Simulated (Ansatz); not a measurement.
# FH3S3Zr: basis-set convergence

An exercise on one series of results from a longer session: the logs are not shown, and one member is left open.

The runs use Ansatz 0.2.0, Gaussian basis; one geometry, several basis sets.

Levels to be run: PBE0-D4/def2-SVP; ωB97M-V/def2-SVP; PBE0-D4/def2-QZVPP; ωB97M-V/def2-QZVPP; the functionals' def2-TZVPP values are taken from earlier runs.

### The relaxed structure

An earlier PBE0-D4 in a triple-zeta def2 set relaxation fixed the geometry. Zr takes the def2 core potential; no spin-orbit term is included.

SMILES `[F][Zr]([SH])([SH])[SH]`, 8 atoms, charge 0, spin multiplicity 1.

Atoms are counted from 1 here; the program's logs count them from 0.

Bond lengths: F1–Zr2 1.893 Å, Zr2–S3 2.425 Å, Zr2–S4 2.425 Å, Zr2–S5 2.425 Å, S3–H6 1.350 Å, S4–H7 1.350 Å, S5–H8 1.350 Å. Angles: F1–Zr2–S3 111.8°, F1–Zr2–S4 111.8°, F1–Zr2–S5 111.8°, S3–Zr2–S4 107.0°, S3–Zr2–S5 107.1°, S4–Zr2–S5 107.1°, Zr2–S3–H6 90.5°, Zr2–S4–H7 90.5°, Zr2–S5–H8 90.5°.

The first run:

Contents of in.yaml:

```yaml
crystal:
  periodic: [false, false, false]
  atoms:
    - {symbol: F, position_ang: [-1.558568, 0.262657, 1.183412]}
    - {symbol: Zr, position_ang: [-0.064855, 0.010911, 0.048666]}
    - {symbol: S, position_ang: [2.027754, 0.220583, 1.255822]}
    - {symbol: S, position_ang: [-0.015061, 1.638526, -1.748142]}
    - {symbol: S, position_ang: [-0.076706, -2.185003, -0.979927]}
    - {symbol: H, position_ang: [1.505755, -0.452611, 2.302628]}
    - {symbol: H, position_ang: [-0.407332, 2.609151, -0.896378]}
    - {symbol: H, position_ang: [-1.410978, -2.104214, -1.166081]}
basis:
  gaussian: {orbitals: def2-SVP}
hamiltonian: {xc: pbe0, dispersion: d4}
output: {orbitals: {seedname: orbitals}}
```

Run with:

```
ansatz run in.yaml --threads 4 --pin off --events-out ev --progress --plain --max-ram 10444MiB
```

Among the steps run: PBE0-D4 in def2-SVP; ωB97M-V in def2-SVP; PBE0-D4 in def2-QZVPP; ωB97M-V in def2-QZVPP.

One of the session's tables, all rows but one given; the rest of the session is left out.

It belongs to the step «Density functionals: the series». 

| functional | basis | HOMO (eV) | LUMO (eV) |
| --- | --- | --- | --- |
| PBE0-D4 | def2-SVP | -7.81 | -2.14 |
| PBE0-D4 | def2-TZVPP | -7.85 | -2.19 |
| PBE0-D4 | def2-QZVPP | -7.87 | -2.20 |
| ωB97M-V | def2-SVP | -9.88 | -0.06 |
| ωB97M-V | def2-TZVPP | ? | ? |
| ωB97M-V | def2-QZVPP | -9.99 | -0.18 |

**Question.** Estimate the row for ωB97M-V, def2-TZVPP.

As computed: HOMO (eV): -9.97; LUMO (eV): -0.16. In the column «HOMO (eV)» it lies between ωB97M-V, def2-QZVPP (-9.99) and ωB97M-V, def2-SVP (-9.88).
